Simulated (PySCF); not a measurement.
# C8H10S2 (1,4-bis(methylsulfanyl)benzene): the cost of one run

Programs: PySCF 2.14.0, with routines of our own; each step states its level. All values are computed. Atoms count from 0.

## 1. The system as given

20 atoms, charge 0, multiplicity 1; geometry from: GFN2-xTB.

## 2. Geometry optimisation at PBE0-D3(BJ)/def2-SVP

The job: settings as JSON, then the geometry in Å.

```
{"job": {"xc": "PBE0", "basis": "def2-SVP", "d3": "d3bj", "grid": 2, "kind": "geom"}, "charge": 0, "multiplicity": 1}
C     -4.049629     0.019982    -0.146546
S     -2.876262    -1.111494    -0.945982
C     -1.290651    -0.455431    -0.522570
C     -1.094539     0.650461     0.294826
C      0.186810     1.083787     0.567288
C      1.291591     0.426030     0.035569
S      2.875058     1.083361     0.463239
C      4.047912     0.015831    -0.418675
C      1.095722    -0.680431    -0.781036
C     -0.185900    -1.112977    -1.054869
H     -3.934657    -0.022370     0.932852
H     -5.035405    -0.339692    -0.425072
H     -3.906441     1.029254    -0.521389
H     -1.926578     1.185142     0.723542
H      0.342182     1.942945     1.202009
H      3.984179    -1.000613    -0.040939
H      5.030128     0.426868    -0.206894
H      3.854840     0.055362    -1.486619
H      1.928249    -1.213997    -1.210188
H     -0.341758    -1.971339    -1.690673
```

Run with:

```sh
$ OMP_NUM_THREADS=1 python excited_run.py task.json out
```

This one command runs all jobs of the session in turn.

Q: Estimate the wall time and peak memory of this first job on 1 thread of AMD EPYC 9R45, shared host.

About 56 s, with a peak of 0.95 GiB.
